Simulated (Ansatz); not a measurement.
**Ag: squeezing one contact**

How do energy and force answer when the Ag1–Ag2 bond of Ag is squeezed or stretched? The runs shown use PAW. Its runs: shortest bond scaled by 1 (PAW); shortest bond scaled by 0.82 (PAW); shortest bond scaled by 0.76 (PAW); shortest bond scaled by 0.7 (PAW); shortest bond scaled by 0.58 (PAW and PAW (source ansatz)).

Method: DFT r²SCAN, with the methods named in each step, in Ansatz 0.2.0.

3 further runs of the same task are left out: 3 that didn't finish.

### Step 1. The starting structure

The structure is hexagonal, space group P6_3/mmc (No. 194). Conventional cell: a = 2.940 Å, b = 2.940 Å, c = 4.763 Å, α = 90.00°, β = 90.00°, γ = 120.00°. Around Ag (site symmetry -6m2) lie 12 Ag at 2.92 to 2.94 Å.

Coordinates:

```
Ag
1.0
     2.94010    0.00000    0.00000
    -1.47005    2.54620    0.00000
     0.00000    0.00000    4.76296
Ag
2
Direct
  0.33333 0.66667 0.25000
  0.66667 0.33333 0.75000
```

Atoms are numbered in the order of the input: Ag1, Ag2.

### Step 2. Shortest bond scaled by 1, PAW

The input, input.yaml:

```yaml
crystal:
  lattice:
    - [2.9401015088, 0.0, 0.0]
    - [-1.4700507544, 2.5462025963, 0.0]
    - [0.0, 0.0, 4.7629644442]
  atoms:
    - { symbol: Ag, position: [0.3333333333, 0.6666666667, 0.25] }
    - { symbol: Ag, position: [0.6666666667, 0.3333333333, 0.75] }
kpoints:
  mp_grid: { grid: [12, 12, 6] }
scf:
  occupations: { method: fermi_dirac, width: 0.05 }
hamiltonian:
  xc: r2scan
  pseudopotentials: { kind: paw }
output:
  forces: true
  stress: true
  eigenvalues: true
  efg: { contact_densities: true }
  populations: true
```

Run with:

```
$ ansatz run input.yaml --threads 1 --pin off --max-ram 2048MiB --backend cpu --events-out ev --progress --plain --runs-dir out
```

### Step 3. Shortest bond scaled by 0.82, PAW

Changes to input.yaml since step 2:

```diff
@@ -6,4 +6,4 @@
   atoms:
-    - { symbol: Ag, position: [0.3333333333, 0.6666666667, 0.25] }
-    - { symbol: Ag, position: [0.6666666667, 0.3333333333, 0.75] }
+    - { symbol: Ag, position: [0.2733333333, 0.6366666667, 0.205] }
+    - { symbol: Ag, position: [0.7266666667, 0.3633333333, 0.795] }
 kpoints:
```

### Step 4. Shortest bond scaled by 0.76, PAW

Changes to input.yaml since step 3:

```diff
@@ -6,4 +6,4 @@
   atoms:
-    - { symbol: Ag, position: [0.2733333333, 0.6366666667, 0.205] }
-    - { symbol: Ag, position: [0.7266666667, 0.3633333333, 0.795] }
+    - { symbol: Ag, position: [0.2533333333, 0.6266666667, 0.19] }
+    - { symbol: Ag, position: [0.7466666667, 0.3733333333, 0.81] }
 kpoints:
```

### Step 5. Shortest bond scaled by 0.7, PAW

Changes to input.yaml since step 4:

```diff
@@ -6,4 +6,4 @@
   atoms:
-    - { symbol: Ag, position: [0.2533333333, 0.6266666667, 0.19] }
-    - { symbol: Ag, position: [0.7466666667, 0.3733333333, 0.81] }
+    - { symbol: Ag, position: [0.2333333333, 0.6166666667, 0.175] }
+    - { symbol: Ag, position: [0.7666666667, 0.3833333333, 0.825] }
 kpoints:
```

### Step 6. Shortest bond scaled by 0.58, PAW

Changes to input.yaml since step 5:

```diff
@@ -6,4 +6,4 @@
   atoms:
-    - { symbol: Ag, position: [0.2333333333, 0.6166666667, 0.175] }
-    - { symbol: Ag, position: [0.7666666667, 0.3833333333, 0.825] }
+    - { symbol: Ag, position: [0.1933333333, 0.5966666667, 0.145] }
+    - { symbol: Ag, position: [0.8066666667, 0.4033333333, 0.855] }
 kpoints:
@@ -21 +21,5 @@
   populations: true
+  write_density: true
+  write_potential: true
+  elf: true
+  volumetric_format: npy
```

### Step 7. Shortest bond scaled by 0.58, PAW (source ansatz)

Changes to input.yaml since step 6:

```diff
@@ -14,3 +14,3 @@
   xc: r2scan
-  pseudopotentials: { kind: paw }
+  pseudopotentials: { kind: paw, source: ansatz }
 output:
@@ -19,4 +19,2 @@
   eigenvalues: true
-  efg: { contact_densities: true }
-  populations: true
   write_density: true
```

(Steps that only read results are left out.)

Before running it: what results should come out?

The runs gave:

| quantity | value |
| --- | --- |
| force along the bond, positive apart, at 1.696 Å (PAW) | 57.32 eV/Å |
| force along the bond, positive apart, at 1.696 Å (PAW (source ansatz)) | 57.33 eV/Å |
| length at zero force (straight line) | 2.92 Å |

At 1.70 Å the force along the bond is 57.32 eV/Å by PAW, and the energy stands 14.17 eV over the given length. A straight line between 2.40 and 2.92 Å puts zero force near 2.92 Å, a rough figure over so wide a step. There symmetry makes it vanish whatever the lattice constant, so this is no computed equilibrium length. With two atoms in the cell whole sublattices move, so the other contacts between the two sublattices change too; at scales over 1 some of them become the shortest.
